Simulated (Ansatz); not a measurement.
# Eu: the cost of one run

Computed with Ansatz 0.2.0 (DFT, at the levels named in each step, unless a step's input says otherwise).

## 1. The system as given

The structure is orthorhombic, space group Cmcm (No. 63). The conventional cell has a = 3.994 Å, b = 6.959 Å, c = 6.341 Å, α = 90.00°, β = 90.00°, γ = 90.00°. Around Eu (site symmetry m2m) lie 12 Eu at 3.90 to 4.01 Å.

Coordinates:

```
Eu
1.0
     1.99707   -3.47971    0.00000
     1.99707    3.47971    0.00000
     0.00000    0.00000    6.34073
Eu
2
Direct
  0.83687 0.16313 0.75000
  0.16313 0.83687 0.25000
```

Atoms are numbered in the order of the input: Eu1, Eu2.

## 2. No U, LAPW

File input.yaml:

```yaml
crystal:
  lattice:
    - [1.99706651, -3.47970938, 0.0]
    - [1.99706651, 3.47970938, 0.0]
    - [0.0, 0.0, 6.34072505]
  atoms:
    - { symbol: Eu, position: [0.83686714, 0.16313286, 0.75], spin: 7.0 }
    - { symbol: Eu, position: [0.16313286, 0.83686714, 0.25], spin: 7.0 }
magnetization:
  spin_polarized: true
kpoints:
  mp_grid: { grid: [10, 10, 5] }
scf:
  occupations: { method: fermi_dirac, width: 0.08 }
hamiltonian:
  xc: lda
  pseudopotentials: { kind: all_electron, lapw: { basis_error: 0.001 } }
output:
  forces: true
  stress: true
  eigenvalues: true
  hubbard: { sites: [{ species: Eu, l: f }] }
  populations: true
```

Started as:

```
ansatz run input.yaml --threads 1 --pin off --max-ram 3072MiB --backend cpu --events-out ev --progress --plain --runs-dir out
```

Q: Estimate wall time and peak memory on 1 thread of Arm Neoverse V2, shared host.

About 1.7 min, with a peak of 0.71 GiB.
